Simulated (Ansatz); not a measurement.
# ZrTaC2: the cost of one run

Computed with the Python package of Ansatz 0.2.0. Level of theory: DFT PBEsol, plane waves, PAW.

### 1 The structure

It takes space group R-3m (No. 166, trigonal). The conventional cell has a = 3.233 Å, b = 3.233 Å, c = 15.919 Å, α = 90.00°, β = 90.00°, γ = 120.00°. Zr (site symmetry -3m) is surrounded by 6 C at 2.33 Å. Ta (site symmetry -3m) is surrounded by 6 C at 2.25 Å. Around C (site symmetry 3m) lie 3 Ta at 2.25 Å and 3 Zr at 2.33 Å.

The script holds or builds the structure itself.

### 2 The script

Contents of eos_zrtac2.py:

```python
"""Bulk modulus of ZrTaC2 from an E(V) curve."""

import warnings

import ansatz as az
import numpy as np

vectors0 = np.array([
    [1.61627588, 0.93315732, 5.3064719],
    [-1.61627588, 0.93315732, 5.3064719],
    [0.0, -1.86631463, 5.3064719],
])
sites = [
    ("Zr", (0.0, 0.0, 0.0)),
    ("Ta", (0.5, 0.5, 0.5)),
    ("C", (0.75472323, 0.75472323, 0.75472323)),
    ("C", (0.24527677, 0.24527677, 0.24527677)),
]


def build(cell):
    crystal = az.Crystal(lattice=az.Lattice.of(cell))
    for symbol, position in sites:
        crystal = crystal.atom(symbol, position)
    return crystal


def main() -> None:
    warnings.simplefilter("ignore", az.DeckWarning)

    # uniform scaling of the cell
    volumes, energies = [], []
    for scale in np.linspace(0.94, 1.06, 7):
        cell = vectors0 * scale ** (1 / 3)
        model = (
            build(cell).calculation()
            .functional(az.Functional.PBESOL)
            .pseudopotentials("paw")
            .occupations("cold")
            .basis(500)
            .kpoints(8, 8, 8)
        )
        rep = model.run().report
        volumes.append(abs(np.linalg.det(cell)) / len(sites))
        energies.append(rep["free_energy_ev"] / len(sites))
        print(f"V = {volumes[-1]:8.4f} A^3/atom  F = {energies[-1]:.5f} eV/atom")

    # third-order Birch-Murnaghan: a cubic in V^(-2/3)
    x = np.array(volumes) ** (-2 / 3)
    poly = np.polynomial.Polynomial.fit(x, energies, 3).convert()
    roots = poly.deriv().roots()
    x0 = min((r.real for r in roots if abs(r.imag) < 1e-9 and poly.deriv(2)(r.real) > 0), key=lambda r: abs(r - x.mean()))
    v0 = x0 ** -1.5
    b0 = 4 / 9 * poly.deriv(2)(x0) * v0 ** (-7 / 3) * 160.21766
    b1 = 4 + 2 / 3 * x0 * poly.deriv(3)(x0) / poly.deriv(2)(x0)
    print(f"V0 = {v0:.4f} A^3/atom, B0 = {b0:.1f} GPa, dB/dP = {b1:.2f}")


if __name__ == "__main__":
    main()
```

### 3 The input behind the calls

The package turns the script's settings into the engine's input (first run):

```yaml
crystal:
  lattice:
    - [1.58328139990002, 0.914107947918242, 5.198146159529473]
    - [-1.58328139990002, 0.914107947918242, 5.198146159529473]
    - [0.0, -1.828215886040623, 5.198146159529473]
  atoms:
    - { symbol: Zr, position: [0.0, 0.0, 0.0] }
    - { symbol: Ta, position: [0.5, 0.5, 0.5] }
    - { symbol: C, position: [0.75472323, 0.75472323, 0.75472323] }
    - { symbol: C, position: [0.24527677, 0.24527677, 0.24527677] }
basis:
  ecutwfc: 500.0
kpoints:
  mp_grid:
    grid: [8, 8, 8]
hamiltonian:
  xc: pbesol
  pseudopotentials:
    kind: paw
scf:
  occupations:
    method: cold
```

### 4 Running it

Run with:

```sh
python eos_zrtac2.py
```

Q: Estimate wall time and peak memory on 1 thread of Arm Neoverse V2, shared host.

About 18 s, with a peak of 0.45 GiB.
